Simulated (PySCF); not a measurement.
# C17H29N: the cost of one run

Programs: PySCF 2.14.0, with routines of our own; each step states its level. All values are computed. Atoms count from 0.

## (1) The starting structure

47 atoms, charge 0, multiplicity 1; geometry from: GFN2-xTB.

## (2) Core binding energies: delta-SCF UKS SCAN, pcX-2 on the ionised atom, pcseg-1

Job settings and geometry (Å):

```
{"job": {"kind": "xps", "atoms": [2, 7]}, "charge": 0, "multiplicity": 1}
C     -3.296406     0.445611     1.740756
C     -3.064149     0.347666     0.218406
C     -3.000192     1.732711    -0.412472
C     -3.265498     1.885886     2.246976
C      3.164294    -0.416367    -0.326886
C      3.111577    -0.352651    -1.866318
C      3.009633    -1.737908    -2.496393
N      0.697478    -0.402466    -0.129741
C      1.942756    -2.531588    -0.326308
C      1.860604    -2.517785    -1.865664
C     -1.775819    -0.414787    -0.112313
C      1.929406     0.252127     0.285602
C      3.219872    -1.858654     0.159599
C     -0.500473     0.289311     0.372996
C      0.746493    -1.796412     0.286397
C     -0.528206     1.746030    -0.111677
C     -2.033784     2.633056     1.740981
C     -1.832752     2.480573     0.218659
H     -4.259920     0.003152     2.001101
H     -2.531622    -0.130686     2.263368
H     -3.892898    -0.210742    -0.231658
H     -2.837986     1.639195    -1.488063
H     -3.936050     2.273223    -0.267507
H     -4.168350     2.407410     1.924360
H     -3.267340     1.886734     3.339445
H      4.042495     0.127715     0.036861
H      3.995901     0.157160    -2.253502
H      2.233397     0.222806    -2.161170
H      2.838307    -1.638990    -3.570174
H      3.948391    -2.280338    -2.370167
H      1.910922    -3.564176     0.037289
H      0.923497    -2.044222    -2.160180
H      1.860189    -3.538436    -2.252983
H     -1.700567    -0.539870    -1.194781
H     -1.860860    -1.403594     0.339360
H      2.026536     0.249297     1.389513
H      1.916209     1.288308    -0.048565
H      4.107414    -2.371298    -0.209667
H      3.257214    -1.879881     1.251578
H     -0.486469     0.281126     1.479959
H     -0.157538    -2.303326    -0.047345
H      0.798008    -1.878600     1.390365
H     -0.381222     1.743836    -1.193993
H      0.285553     2.313784     0.340455
H     -2.132964     3.688797     2.000676
H     -1.152135     2.259551     2.263837
H     -1.763101     3.477453    -0.231518
```

Method: delta-SCF UKS SCAN, pcX-2 on the ionised atom, pcseg-1 elsewhere, spin-free X2C (atomic blocks).

Run with:

```console
> OMP_NUM_THREADS=1 python large_run.py task.json out
```

One launch serves the whole session: the jobs run in the order shown.

Q: Estimate the wall time and peak memory of this job on 1 thread of Arm Neoverse V2, shared host.

About 4.2 min, with a peak of 0.73 GiB.
